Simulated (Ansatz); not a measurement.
# C3H7GeN: up Jacob's ladder to CCSD(T)

The task here is to estimate one member of a computed series from the others.

Program: Ansatz 0.2.0, Gaussian basis. Level of theory: functionals in def2-TZVPP, the program's frozen cores in correlated methods. These are calculated values, not measurements.

Levels to be run: PBE-D4, r2SCAN-D4, PBE0-D4, B3LYP-D4, ωB97X-V, ωB97M-V, B2PLYP; CCSD(T)/def2-TZVPP; MP2/def2-QZVPP; extrapolation to the limit.

## The geometry

The geometry comes from an earlier relaxation with PBE0-D4 in a triple-zeta def2 set; it is a stationary point, not always the lowest conformer.

12 atoms, charge 0, spin multiplicity 1.

Atoms are counted from 1 here; the program's logs count them from 0.

Bond lengths: C1–C2 1.449 Å, C1–H6 1.093 Å, C1–H7 1.093 Å, C1–H8 1.093 Å, C2–C3 1.209 Å, C3–Ge4 1.905 Å, Ge4–N5 1.839 Å, Ge4–H9 1.534 Å, Ge4–H10 1.534 Å, N5–H11 1.011 Å, N5–H12 1.011 Å. Angles: C2–C1–H6 110.9°, C2–C1–H7 110.9°, C2–C1–H8 110.9°, H6–C1–H7 108.0°, H6–C1–H8 108.0°, H7–C1–H8 108.0°, C1–C2–C3 179.8°, C2–C3–Ge4 178.8°, C3–Ge4–N5 113.5°, C3–Ge4–H9 108.5°, C3–Ge4–H10 108.5°, N5–Ge4–H9 107.2°, N5–Ge4–H10 107.2°, H9–Ge4–H10 112.1°, Ge4–N5–H11 113.2°, Ge4–N5–H12 113.2°, H11–N5–H12 107.9°.

The first run:

The input, in.yaml:

```yaml
crystal:
  periodic: [false, false, false]
  atoms:
    - {symbol: C, position_ang: [-1.427323, -1.041057, 2.137964]}
    - {symbol: C, position_ang: [-0.590191, -0.365732, 1.167513]}
    - {symbol: C, position_ang: [0.109758, 0.199875, 0.359963]}
    - {symbol: Ge, position_ang: [1.198859, 1.067684, -0.939644]}
    - {symbol: N, position_ang: [0.983629, 0.400739, -2.639599]}
    - {symbol: H, position_ang: [-2.177552, -1.661276, 1.641174]}
    - {symbol: H, position_ang: [-0.829978, -1.686685, 2.786474]}
    - {symbol: H, position_ang: [-1.950844, -0.319166, 2.769764]}
    - {symbol: H, position_ang: [0.814850, 2.552114, -0.982464]}
    - {symbol: H, position_ang: [2.669644, 0.864059, -0.554792]}
    - {symbol: H, position_ang: [0.042700, 0.510603, -2.994088]}
    - {symbol: H, position_ang: [1.233347, -0.576257, -2.718363]}
basis:
  gaussian: {orbitals: def2-TZVPP}
hamiltonian: {xc: pbe, dispersion: d4}
output: {forces: true, orbitals: {seedname: orbitals}}
```

The run is started by

```
$ ansatz run in.yaml --threads 4 --pin off --events-out ev --progress --plain --max-ram 10444MiB
```

Among the steps run: PBE-D4 (GGA); r2SCAN-D4 (meta-GGA); PBE0-D4 (hybrid); B3LYP-D4 (hybrid); ωB97X-V (range-separated); ωB97M-V (range-separated); B2PLYP (double hybrid); CCSD(T) in def2-TZVPP; MP2 in def2-QZVPP.

One of the session's tables, all rows but one given; the rest of the session is left out.

| method | atomisation energy (kJ/mol) |
| --- | --- |
| PBE-D4 | 4595.1 |
| r2SCAN-D4 | 4500.2 |
| PBE0-D4 | 4511.8 |
| B3LYP-D4 | 4501.4 |
| ωB97X-V | 4510.3 |
| ωB97M-V | 4502.6 |
| B2PLYP | ? |
| HF/def2-TZVPP | 3226.1 |
| MP2/def2-TZVPP | 4467.1 |
| CCSD/def2-TZVPP | 4326.5 |
| CCSD(T)/def2-TZVPP | 4400.0 |
| MP2/CBS | 4572.7 |
| CCSD(T)/CBS | 4505.6 |

Estimate the missing values for B2PLYP.

As computed: atomisation energy (kJ/mol): 4466.8. In the column «atomisation energy (kJ/mol)» it lies between CCSD(T)/def2-TZVPP (4400.0) and MP2/def2-TZVPP (4467.1).
